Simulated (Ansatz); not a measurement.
# ClH6NO2Si2: a ladder of functionals

The task here is to estimate one member of a computed series from the others.

The runs use Ansatz 0.2.0, Gaussian basis; functionals in def2-TZVPP, the program's frozen cores in correlated methods.

The runs, in order: PBE-D4, r2SCAN-D4, PBE0-D4, B3LYP-D4, ωB97X-V, ωB97M-V, B2PLYP; MP2/def2-TZVPP; MP2/def2-QZVPP.

1 further run of the same task is left out (it didn't finish).

**The geometry**

An earlier PBE0-D4 in a triple-zeta def2 set relaxation fixed the geometry.

SMILES `O[SiH2]N[SiH](O)Cl`, 12 atoms, charge 0, spin multiplicity 1.

Atoms are counted from 1 here; the program's logs count them from 0.

Bond lengths: O1–Si2 1.659 Å, O1–H7 0.959 Å, Si2–N3 1.722 Å, Si2–H8 1.478 Å, Si2–H9 1.485 Å, N3–Si4 1.717 Å, N3–H10 1.010 Å, Si4–O5 1.627 Å, Si4–Cl6 2.052 Å, Si4–H11 1.476 Å, O5–H12 0.965 Å. Angles: Si2–O1–H7 116.9°, O1–Si2–N3 109.3°, O1–Si2–H8 102.9°, O1–Si2–H9 112.1°, N3–Si2–H8 113.4°, N3–Si2–H9 107.3°, H8–Si2–H9 111.9°, Si2–N3–Si4 125.3°, Si2–N3–H10 117.2°, Si4–N3–H10 117.4°, N3–Si4–O5 108.1°, N3–Si4–Cl6 112.3°, N3–Si4–H11 110.6°, O5–Si4–Cl6 107.7°, O5–Si4–H11 113.1°, Cl6–Si4–H11 105.1°, Si4–O5–H12 116.8°.

Set-up of the first run:

The input, in.yaml:

```yaml
crystal:
  periodic: [false, false, false]
  atoms:
    - {symbol: O, position_ang: [0.063595, 0.733126, 1.899034]}
    - {symbol: Si, position_ang: [0.467269, 1.338454, 0.408457]}
    - {symbol: N, position_ang: [-0.312340, 0.409618, -0.813667]}
    - {symbol: Si, position_ang: [-0.300789, -1.304089, -0.914853]}
    - {symbol: O, position_ang: [0.140012, -1.892688, 0.536212]}
    - {symbol: Cl, position_ang: [1.045538, -1.992214, -2.302612]}
    - {symbol: H, position_ang: [-0.824618, 0.913056, 2.213999]}
    - {symbol: H, position_ang: [1.939696, 1.215649, 0.390226]}
    - {symbol: H, position_ang: [0.027984, 2.747044, 0.240308]}
    - {symbol: H, position_ang: [-0.752396, 0.916504, -1.567926]}
    - {symbol: H, position_ang: [-1.612148, -1.806085, -1.369737]}
    - {symbol: H, position_ang: [0.118187, -1.278384, 1.280560]}
basis:
  gaussian: {orbitals: def2-TZVPP}
hamiltonian: {xc: pbe, dispersion: d4}
output: {forces: true, orbitals: {seedname: orbitals}}
```

The run is started by

```bash
ansatz run in.yaml --threads 2 --pin off --events-out ev --progress --plain --max-ram 22528MiB --backend cuda --devices 0, --max-vram 18GiB
```

Steps of the session up to this table: PBE-D4 (GGA); r2SCAN-D4 (meta-GGA); PBE0-D4 (hybrid); B3LYP-D4 (hybrid); ωB97X-V (range-separated); ωB97M-V (range-separated); B2PLYP (double hybrid).

One of the session's tables, all rows but one given; the rest of the session is left out.

| functional | HOMO (eV) | gap (eV) |
| --- | --- | --- |
| PBE-D4 | -6.78 | 5.93 |
| r2SCAN-D4 | ? | ? |
| PBE0-D4 | -8.18 | 8.21 |
| B3LYP-D4 | -7.93 | 7.66 |
| ωB97X-V | -10.60 | 12.60 |
| ωB97M-V | -10.48 | 12.09 |

**Question.** Estimate the row for r2SCAN-D4.

The run gave: HOMO (eV): -7.11; gap (eV): 6.76. In the column «HOMO (eV)» it lies between B3LYP-D4 (-7.93) and PBE-D4 (-6.78).
